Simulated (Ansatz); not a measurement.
Geometry optimisation, DFT PBE, scalar-relativistic, plane waves, PAW (Ansatz).

Input file:

```yaml
accuracy: low
crystal:
  lattice:
    - [0.0, 3.952, 3.952]
    - [3.952, 0.0, 3.952]
    - [3.952, 3.952, 0.0]
  atoms:
    - { symbol: Mg, position: [0.0, 0.0, 0.0] }
    - { symbol: O, position: [0.25, 0.25, 0.25] }
    - { symbol: Mg, position: [0.0, 0.0, 0.5] }
    - { symbol: O, position: [0.25, 0.25, 0.75] }
    - { symbol: Mg, position: [0.0, 0.5, 0.0] }
    - { symbol: O, position: [0.25, 0.75, 0.25] }
    - { symbol: Mg, position: [0.0, 0.5, 0.5] }
    - { symbol: O, position: [0.25, 0.75, 0.75] }
    - { symbol: Mg, position: [0.5, 0.0, 0.0] }
    - { symbol: O, position: [0.75, 0.25, 0.25] }
    - { symbol: Mg, position: [0.5, 0.0, 0.5] }
    - { symbol: O, position: [0.75, 0.25, 0.75] }
    - { symbol: Mg, position: [0.5, 0.5, 0.0] }
    - { symbol: O, position: [0.75, 0.75, 0.25] }
    - { symbol: Mg, position: [0.5, 0.5, 0.5] }
    - { symbol: O, position: [0.75, 0.75, 0.75] }
    - { symbol: H, position: [0.1404209, 0.6495865, 0.1115758], spin: 1.0 }
magnetization:
  spin_polarized: true
basis:
  ecutwfc: 420.0
kpoints:
  mp_grid: { grid: [2, 2, 2] }
hamiltonian:
  xc: pbe
  pseudopotentials: { kind: paw, azcp: { folder: soft_1 } }
scf:
  occupations: { method: fermi_dirac, width: 0.05 }
  lower_state_search: "off"
relax:
  f_tol: 0.08
  max_steps: 25
  adjacent_minimum: "off"
```

Launched with:

```bash
$ ansatz run input.yaml --threads 1 --pin off --max-ram 3072MiB --backend cpu --events-out ev --progress --plain --runs-dir out
```

**Question.** Where does it end, and by what steps?

**Answer.** The forces met the threshold. Limits of this set-up: coarse k mesh, a small cell, in which the defect meets its images, low accuracy level. After 3 steps the energy has fallen by 0.434 eV; H17 moved furthest, 0.15 Å.

| step | energy less start (eV) | largest force component (eV/Å) | accepted |
| --- | --- | --- | --- |
| 0 | 0.0000 | 1.574 | yes |
| 1 | -0.2913 | 0.857 | yes |
| 2 | -0.4311 | 0.102 | yes |
| 3 | -0.4337 | 0.016 | yes |

```xyz
17
Lattice="0.0000 3.9520 3.9520 3.9520 0.0000 3.9520 3.9520 3.9520 0.0000" Properties=species:S:1:pos:R:3
Mg 0.011 -0.008 0.017
O 1.938 2.017 1.945
Mg 1.983 1.972 0.005
O 3.955 3.952 1.985
Mg 1.971 -0.008 1.977
O 3.995 2.017 4.001
Mg 3.963 1.984 1.977
O 5.890 3.912 4.002
Mg -0.002 1.972 1.989
O 1.979 3.952 3.961
Mg 1.983 3.957 1.990
O 3.955 5.928 3.961
Mg 1.970 1.985 3.969
O 3.995 3.912 5.897
Mg 3.950 3.957 3.957
O 5.930 5.929 5.937
H 2.967 0.989 2.973
```

Whether the end is a true minimum wasn't checked by a vibrational analysis.

Run time: 36 s on 1 thread of Arm Neoverse V1, with other jobs on the host, peak memory 0.45 GiB.
